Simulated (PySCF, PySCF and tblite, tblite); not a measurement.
**C₄H₈O₃: conformers and averaged spectra**

Which conformers does C₄H₈O₃ (`CO[C@@H]1COCO1`) populate, and what do their averaged NMR parameters look like?

Computed with tblite 0.8.0 (tight binding) and PySCF 2.14.0 (DFT, with response routines of our own); each step states its level. Atoms count from 0 throughout.

### 1 The starting structure

15 atoms, charge 0, multiplicity 1; geometry from: MMFF94s geometry.

Bonds of the start (Å): C0–H7 1.09, C0–H8 1.09, C0–H9 1.09, C0–O1 1.43, C2–C3 1.52, C2–H10 1.10, C2–O6 1.42, C3–H11 1.11, C3–H12 1.08, C3–O4 1.42, C5–H13 1.09, C5–H14 1.09, C5–O6 1.43, O1–C2 1.40, O4–C5 1.43.

### 2 GFN2-xTB relaxation, conformer 1

What the job is given:

```
{"job": {"xc": "GFN2-xTB", "basis": "xTB", "kind": "relax"}, "charge": 0, "multiplicity": 1}
C      2.321300    -0.417700     0.161600
O      1.184400     0.337700     0.595800
C      0.148000     0.313000    -0.345500
C     -1.032300     1.152100     0.127600
O     -2.132400     0.640400    -0.611500
C     -1.816400    -0.739900    -0.800900
O     -0.428800    -0.976600    -0.530500
H      2.703000    -0.008200    -0.775800
H      3.102900    -0.336900     0.920300
H      2.050900    -1.472900     0.050000
H      0.486900     0.679200    -1.324600
H     -1.235700     0.985900     1.204400
H     -0.901700     2.217300    -0.026500
H     -2.032900    -1.029600    -1.831500
H     -2.421500    -1.335800    -0.115600
```

Launch:

```console
OMP_NUM_THREADS=1 python ens_run.py task.json out
```

The driver reads the study from task.json and runs its stages one after another.

The program printed:

```text
step      E/eV     max force
  0    -675.65671    1.171
  1    -675.71092    0.602
  2    -675.73044    0.280
  3    -675.74103    0.238
  4    -675.75018    0.220
  5    -675.75431    0.156
  6    -675.75737    0.157
  7    -675.75967    0.161
  8    -675.76159    0.143
  9    -675.76310    0.117
 10    -675.76462    0.104
 11    -675.76657    0.122
 12    -675.76929    0.136
 13    -675.77233    0.129
 14    -675.77493    0.166
 15    -675.77757    0.182
 16    -675.78101    0.187
 17    -675.78547    0.222
 18    -675.79170    0.219
 19    -675.79974    0.235
 20    -675.80803    0.209
 21    -675.81393    0.174
 22    -675.81851    0.213
 23    -675.82221    0.354
 24    -675.81754    0.491
 25    -675.83293    0.203
 26    -675.83811    0.156
 27    -675.84826    0.386
 28    -675.85170    0.135
 29    -675.85499    0.128
 30    -675.86631    0.139
 31    -675.86871    0.126
 32    -675.87069    0.114
 33    -675.87237    0.116
 34    -675.87370    0.107
 35    -675.87462    0.089
 36    -675.87560    0.082
 37    -675.87692    0.104
 38    -675.87904    0.131
 39    -675.88169    0.163
 40    -675.88446    0.129
 41    -675.88721    0.164
 42    -675.89014    0.175
 43    -675.89266    0.130
 44    -675.89442    0.109
 45    -675.89574    0.087
 46    -675.89686    0.081
 47    -675.89772    0.075
 48    -675.89824    0.046
 49    -675.89861    0.053
 50    -675.89909    0.066
 51    -675.89982    0.087
 52    -675.90088    0.103
 53    -675.90224    0.110
 54    -675.90390    0.129
 55    -675.90583    0.119
 56    -675.90787    0.120
 57    -675.90970    0.118
 58    -675.91105    0.085
 59    -675.91191    0.079
 60    -675.91216    0.128
 61    -675.91294    0.058
 62    -675.91324    0.041
 63    -675.91345    0.043
 64    -675.91358    0.038
 65    -675.91358    0.038
 66    -675.91364    0.030
 67    -675.91377    0.027
 68    -675.91384    0.034
 69    -675.91396    0.032
 70    -675.91405    0.028
 71    -675.91415    0.024
 72    -675.91422    0.018
 73    -675.91427    0.019
 74    -675.91432    0.016
 75    -675.91436    0.018
 76    -675.91440    0.016
 77    -675.91442    0.014
 78    -675.91444    0.013
 79    -675.91446    0.013
 80    -675.91448    0.017
 81    -675.91451    0.015
 82    -675.91453    0.013
 83    -675.91454    0.011
 84    -675.91455    0.009
 85    -675.91456    0.009
 86    -675.91457    0.009
 87    -675.91458    0.007
 88    -675.91458    0.007
 89    -675.91459    0.007
 90    -675.91460    0.007
 91    -675.91461    0.009
 92    -675.91462    0.011
 93    -675.91463    0.013
 94    -675.91466    0.013
 95    -675.91468    0.014
 96    -675.91471    0.015
 97    -675.91473    0.017
 98    -675.91476    0.015
 99    -675.91479    0.012
100    -675.91481    0.009
101    -675.91481    0.006
102    -675.91482    0.005
103    -675.91482    0.004
```

Wall time 0.7 s (1 thread of Arm Neoverse N1, shared host).

The energy fell by 0.258 eV, and the atoms moved 0.47 Å (root mean square).

**GFN2-xTB relaxation, conformer 2**

What the job is given:

```
{"job": {"xc": "GFN2-xTB", "basis": "xTB", "kind": "relax"}, "charge": 0, "multiplicity": 1}
C      1.843700     0.316700    -0.546500
O      1.429500    -0.068800     0.747500
C      0.034000    -0.172500     0.964100
C     -0.673000    -1.200600     0.093200
O     -1.142100    -0.466900    -1.018700
C     -1.416400     0.830100    -0.494100
O     -0.656800     1.057900     0.694900
H      1.537100    -0.412100    -1.289800
H      1.447800     1.305600    -0.795800
H      2.923100     0.376900    -0.554100
H     -0.106800    -0.419200     2.017300
H     -0.029600    -2.030400    -0.221900
H     -1.557000    -1.615200     0.621500
H     -2.473400     0.905800    -0.256600
H     -1.164500     1.600600    -1.234000
```

The program printed:

```text
step      E/eV     max force
  0    -675.69933    1.537
  1    -675.76683    0.653
  2    -675.78618    0.324
  3    -675.79648    0.253
  4    -675.80539    0.281
  5    -675.80950    0.163
  6    -675.81275    0.174
  7    -675.81483    0.139
  8    -675.81589    0.082
  9    -675.81630    0.055
 10    -675.81656    0.050
 11    -675.81687    0.057
 12    -675.81731    0.067
 13    -675.81788    0.060
 14    -675.81853    0.081
 15    -675.81922    0.076
 16    -675.81986    0.059
 17    -675.82036    0.049
 18    -675.82071    0.049
 19    -675.82099    0.045
 20    -675.82127    0.047
 21    -675.82156    0.044
 22    -675.82184    0.050
 23    -675.82208    0.043
 24    -675.82230    0.043
 25    -675.82256    0.045
 26    -675.82290    0.053
 27    -675.82332    0.061
 28    -675.82376    0.069
 29    -675.82424    0.071
 30    -675.82482    0.064
 31    -675.82544    0.062
 32    -675.82592    0.049
 33    -675.82617    0.038
 34    -675.82617    0.038
 35    -675.82625    0.032
 36    -675.82646    0.022
 37    -675.82650    0.021
 38    -675.82658    0.016
 39    -675.82662    0.016
 40    -675.82667    0.017
 41    -675.82672    0.019
 42    -675.82677    0.018
 43    -675.82681    0.015
 44    -675.82685    0.019
 45    -675.82688    0.017
 46    -675.82692    0.016
 47    -675.82696    0.015
 48    -675.82699    0.018
 49    -675.82703    0.018
 50    -675.82708    0.017
 51    -675.82713    0.018
 52    -675.82718    0.018
 53    -675.82721    0.014
 54    -675.82723    0.009
 55    -675.82724    0.007
 56    -675.82724    0.006
 57    -675.82725    0.006
 58    -675.82725    0.005
 59    -675.82726    0.005
 60    -675.82726    0.005
 61    -675.82726    0.006
 62    -675.82727    0.007
 63    -675.82728    0.008
 64    -675.82729    0.010
 65    -675.82730    0.012
 66    -675.82732    0.012
 67    -675.82734    0.012
 68    -675.82735    0.010
 69    -675.82736    0.007
 70    -675.82737    0.006
 71    -675.82738    0.006
 72    -675.82738    0.006
 73    -675.82739    0.005
 74    -675.82739    0.004
```

Run time: 0.48 s. Hardware: 1 thread of Arm Neoverse N1, shared host.

Gain 0.128 eV; displacement 0.12 Å root mean square.

**GFN2-xTB relaxation, conformer 3**

What the job is given:

```
{"job": {"xc": "GFN2-xTB", "basis": "xTB", "kind": "relax"}, "charge": 0, "multiplicity": 1}
C      2.053300     0.568800    -0.214200
O      1.296600     0.518300     0.984900
C     -0.074400     0.250600     0.822800
C     -0.425400    -1.173600     0.466400
O     -1.753600    -1.096200    -0.034100
C     -1.832000     0.216800    -0.610900
O     -0.699100     1.010000    -0.226500
H      1.714400     1.408700    -0.834200
H      3.098500     0.742600     0.044700
H      1.979600    -0.368900    -0.763600
H     -0.588000     0.529200     1.753100
H      0.215900    -1.605200    -0.301000
H     -0.393200    -1.843800     1.353100
H     -2.741600     0.701300    -0.267000
H     -1.855600     0.149300    -1.697400
```

The program printed:

```text
step      E/eV     max force
  0    -675.56520    1.538
  1    -675.64939    0.541
  2    -675.66763    0.351
  3    -675.68252    0.298
  4    -675.69383    0.344
  5    -675.69975    0.205
  6    -675.70304    0.123
  7    -675.70554    0.159
  8    -675.70728    0.143
  9    -675.70848    0.088
 10    -675.70941    0.096
 11    -675.71027    0.066
 12    -675.71109    0.079
 13    -675.71179    0.062
 14    -675.71241    0.067
 15    -675.71304    0.062
 16    -675.71376    0.082
 17    -675.71461    0.085
 18    -675.71553    0.081
 19    -675.71644    0.074
 20    -675.71730    0.078
 21    -675.71814    0.058
 22    -675.71897    0.075
 23    -675.71972    0.076
 24    -675.72037    0.070
 25    -675.72095    0.055
 26    -675.72155    0.054
 27    -675.72224    0.055
 28    -675.72298    0.066
 29    -675.72386    0.087
 30    -675.72518    0.103
 31    -675.72748    0.149
 32    -675.73058    0.194
 33    -675.73330    0.173
 34    -675.73267    0.235
 35    -675.73708    0.115
 36    -675.73810    0.105
 37    -675.74113    0.183
 38    -675.74285    0.175
 39    -675.74647    0.141
 40    -675.74865    0.146
 41    -675.75184    0.187
 42    -675.75268    0.396
 43    -675.75782    0.204
 44    -675.76188    0.114
 45    -675.76685    0.107
 46    -675.77092    0.108
 47    -675.77275    0.121
 48    -675.77449    0.099
 49    -675.77575    0.141
 50    -675.77702    0.099
 51    -675.77830    0.084
 52    -675.77934    0.099
 53    -675.78032    0.089
 54    -675.78167    0.094
 55    -675.78306    0.113
 56    -675.78463    0.114
 57    -675.78622    0.102
 58    -675.78772    0.090
 59    -675.78907    0.093
 60    -675.79019    0.074
 61    -675.79100    0.072
 62    -675.79143    0.041
 63    -675.79160    0.033
 64    -675.79160    0.033
 65    -675.79165    0.030
 66    -675.79184    0.024
 67    -675.79189    0.023
 68    -675.79202    0.030
 69    -675.79214    0.033
 70    -675.79235    0.037
 71    -675.79261    0.044
 72    -675.79291    0.045
 73    -675.79319    0.047
 74    -675.79347    0.046
 75    -675.79380    0.045
 76    -675.79416    0.045
 77    -675.79451    0.051
 78    -675.79483    0.052
 79    -675.79519    0.042
 80    -675.79561    0.047
 81    -675.79603    0.045
 82    -675.79642    0.044
 83    -675.79676    0.049
 84    -675.79709    0.042
 85    -675.79741    0.047
 86    -675.79771    0.044
 87    -675.79797    0.045
 88    -675.79825    0.047
 89    -675.79861    0.050
 90    -675.79903    0.062
 91    -675.79933    0.060
 92    -675.79976    0.054
 93    -675.80011    0.043
 94    -675.80082    0.054
 95    -675.80113    0.050
 96    -675.80150    0.038
 97    -675.80169    0.034
 98    -675.80186    0.025
 99    -675.80198    0.031
100    -675.80210    0.026
101    -675.80220    0.025
102    -675.80230    0.031
103    -675.80241    0.039
104    -675.80253    0.037
105    -675.80266    0.032
106    -675.80278    0.031
107    -675.80288    0.022
108    -675.80294    0.013
109    -675.80297    0.011
110    -675.80299    0.010
111    -675.80300    0.009
112    -675.80302    0.007
113    -675.80303    0.008
114    -675.80304    0.008
115    -675.80305    0.010
116    -675.80307    0.014
117    -675.80310    0.016
118    -675.80312    0.014
119    -675.80315    0.009
120    -675.80317    0.010
121    -675.80318    0.009
122    -675.80320    0.009
123    -675.80321    0.009
124    -675.80322    0.007
125    -675.80322    0.005
126    -675.80323    0.003
```

Run time: 0.87 s. Hardware: 1 thread of Arm Neoverse N1, shared host.

Relaxing gained 0.238 eV and moved the atoms by 0.45 Å on average (rms).

### 3 Shieldings, conformer 1: PBE0/pcSseg-1

What the job is given:

```
{"job": {"xc": "PBE0", "basis": "pcSseg-1", "kind": "nmr", "pop": true}, "charge": 0, "multiplicity": 1}
C      2.146808    -0.558692     0.217065
O      0.944935     0.094848     0.574839
C      0.166252     0.473208    -0.515434
C     -1.068045     1.236136     0.019092
O     -2.170131     0.488565    -0.444384
C     -1.675012    -0.793941    -0.687818
O     -0.383958    -0.620108    -1.209889
H      2.781294     0.103479    -0.382649
H      2.646138    -0.804540     1.151080
H      1.941828    -1.470254    -0.350470
H      0.769034     1.043381    -1.239985
H     -1.019797     1.242520     1.114597
H     -1.149456     2.251636    -0.366109
H     -2.300144    -1.293819    -1.429847
H     -1.634160    -1.384430     0.247167
```

The program printed:

```text
coarse grid: 12568 points
cycle   1  E = -382.2146757920  dE =  1.147e+00  |g| = 8.518e-01  |ddm| = 3.303e+00
cycle   2  E = -382.0969827499  dE =  1.177e-01  |g| = 1.191e+00  |ddm| = 1.287e+00
cycle   3  E = -382.3394646157  dE = -2.425e-01  |g| = 6.443e-02  |ddm| = 7.949e-01
cycle   4  E = -382.3401047275  dE = -6.401e-04  |g| = 2.738e-02  |ddm| = 4.894e-02
cycle   5  E = -382.3402267359  dE = -1.220e-04  |g| = 1.122e-02  |ddm| = 2.177e-02
cycle   6  E = -382.3402463980  dE = -1.966e-05  |g| = 2.887e-03  |ddm| = 7.959e-03
cycle   7  E = -382.3402481154  dE = -1.717e-06  |g| = 3.464e-04  |ddm| = 2.309e-03
final grid: 121432 points
cycle   8  E = -382.4151328070  dE = -2.509e-05  |g| = 1.596e-02  |ddm| = 2.512e-02
cycle   9  E = -382.4150910830  dE =  4.172e-05  |g| = 2.244e-02  |ddm| = 1.972e-02
cycle  10  E = -382.4151771184  dE = -8.604e-05  |g| = 1.052e-03  |ddm| = 1.190e-02
cycle  11  E = -382.4151773642  dE = -2.458e-07  |g| = 1.416e-04  |ddm| = 9.132e-04
cycle  12  E = -382.4151773671  dE = -2.936e-09  |g| = 8.275e-05  |ddm| = 1.368e-04
cycle  13  E = -382.4151773683  dE = -1.111e-09  |g| = 2.254e-05  |ddm| = 6.426e-05
cycle  14  E = -382.4151773683  dE = -8.652e-11  |g| = 4.535e-06  |ddm| = 1.652e-05
converged SCF energy = -382.4151773683

GIAO shielding tensors (ppm)
atom      isotropic    diamagn.    paramagn.     s11        s22        s33       span
  0 C      129.146     244.525    -115.379     96.436    108.156    182.846     86.410
  1 O      265.505     399.447    -133.942    211.629    273.872    311.016     99.387
  2 C       80.471     245.878    -165.407     49.792     83.154    108.468     58.676
  3 C      111.283     248.642    -137.359     78.727    104.504    150.619     71.892
  4 O      258.271     395.288    -137.017    158.516    253.596    362.701    204.184
  5 C       88.553     244.315    -155.762     50.515     93.731    121.413     70.898
  6 O      212.366     398.647    -186.280    148.538    198.878    289.683    141.145
  7 H       28.532      28.878      -0.346     24.686     26.162     34.747     10.061
  8 H       28.005      28.725      -0.720     24.026     25.724     34.266     10.240
  9 H       27.773      29.660      -1.887     23.136     26.490     33.693     10.557
 10 H       26.559      31.181      -4.621     23.066     25.722     30.890      7.823
 11 H       27.986      30.585      -2.599     23.640     27.891     32.426      8.786
 12 H       27.433      29.179      -1.746     23.554     26.319     32.428      8.874
 13 H       26.339      27.807      -1.468     21.983     25.079     31.956      9.974
 14 H       26.666      30.130      -3.463     21.958     25.817     32.225     10.267
```

It took 28 s on 1 thread of Arm Neoverse N1, shared host; peak memory 0.73 GiB.

This run: HOMO -7.63 eV, LUMO 1.56 eV; dipole 1.38 D.

[end of part 1 of 2]
